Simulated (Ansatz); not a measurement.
# AlGaHCl+ (doublet): wave-function methods side by side, cc-pVDZ

How much of the correlation energy of AlGaHCl+ (doublet) does each wave-function method recover here?

Method: cc-pVDZ, core rule «outside noble gas», up to 24 orbitals frozen; program: Ansatz 0.2.0, Gaussian basis.

The runs, in order: UHF; CCSD(T) on ROHF; CCSD(T) on UHF; BCCD(T) on ROHF; CISD as a restricted active space (open shells left free, so some higher excitations enter); CCSDT(Q) on ROHF; CCSDT(Q) on UHF; CASSCF and MRCISD+Q, 9 electrons in 9 orbitals; CASSCF and NEVPT2, 9 electrons in 9 orbitals.

21 further runs of the same task are left out: 1 for a known fault of the program, 7 that didn't finish, 13 set aside as unsound or not needed. Runs told in other sessions of the task aren't counted.

### 1 The geometry

The geometry is a PBE0/def2-TZVP stationary point (not a proven minimum) of the parent state, kept for this charge and spin. No spin-orbit coupling is included. The filled d shell of Ga may be among the frozen orbitals whatever the setting's name suggests.

4 atoms, charge 1, spin multiplicity 2.

Atoms are counted from 1 here; the program's logs count them from 0.

Bond lengths: Al1–Ga2 2.726 Å, Al1–H4 1.642 Å, Ga2–Cl3 2.183 Å. Angles: Ga2–Al1–H4 96.0°, Al1–Ga2–Cl3 137.1°.

### 2 UHF

Contents of in.yaml:

```yaml
crystal:
  periodic: [false, false, false]
  atoms:
    - {symbol: Al, position_ang: [0.000000, -0.534823, 2.550449]}
    - {symbol: Ga, position_ang: [0.000000, 0.411320, -0.006530]}
    - {symbol: Cl, position_ang: [0.000000, -0.428549, -2.021345]}
    - {symbol: H, position_ang: [0.000000, 0.937760, 3.277007]}
basis:
  gaussian: {orbitals: cc-pVDZ}
total_charge: 1
magnetization: {spin_polarized: true, initial_magnetization: 1}
hamiltonian: {xc: hf}
output: {orbitals: {seedname: orbitals}}
```

On the command line:

```bash
> ansatz run in.yaml --threads 1 --pin off --events-out ev --progress --plain --max-ram 2393MiB
```

The runs that follow: CCSD(T) on ROHF; CCSD(T) on UHF; BCCD(T) on ROHF; CISD as a restricted active space (open shells left free, so some higher excitations enter); CCSDT(Q) on ROHF; CCSDT(Q) on UHF; CASSCF and MRCISD+Q, 9 electrons in 9 orbitals; CASSCF and NEVPT2, 9 electrons in 9 orbitals.

Before running them: what should the planned runs give, taken together? Wanted: UCCSDT(Q) from the RHF energy; RMP2 from UCCSDT(Q); UMP2 from UCCSDT(Q); RCCSD from UCCSDT(Q); RCCSD(T) from UCCSDT(Q); UCCSD(T) from UCCSDT(Q); RCCSDT(Q) from UCCSDT(Q); MRCISD+Q frontier from UCCSDT(Q); T1 diagnostic.

The runs gave:

| quantity | value |
| --- | --- |
| UCCSDT(Q) from the ROHF energy | -7.0537 eV |
| RMP2 from UCCSDT(Q) | +113.6 kJ/mol |
| UMP2 from UCCSDT(Q) | +113.8 kJ/mol |
| RCCSD from UCCSDT(Q) | +24.2 kJ/mol |
| RCCSD(T) from UCCSDT(Q) | +5.1 kJ/mol |
| UCCSD(T) from UCCSDT(Q) | +5.1 kJ/mol |
| RCCSDT(Q) from UCCSDT(Q) | +0.4 kJ/mol |
| MRCISD+Q frontier from UCCSDT(Q) | +8.6 kJ/mol |
| levels within 1 kcal/mol (43 meV) | RCCSDT, UCCSDT, RCCSDT(Q) |
| T1 diagnostic | 0.028 |

What this shows: RCCSD(T) lands +5.1 kJ/mol from the yardstick (0.8 % of the correlation energy). These misses are within one basis, not against nature; the frozen cores of restricted and unrestricted runs differ, which can shift their rows.
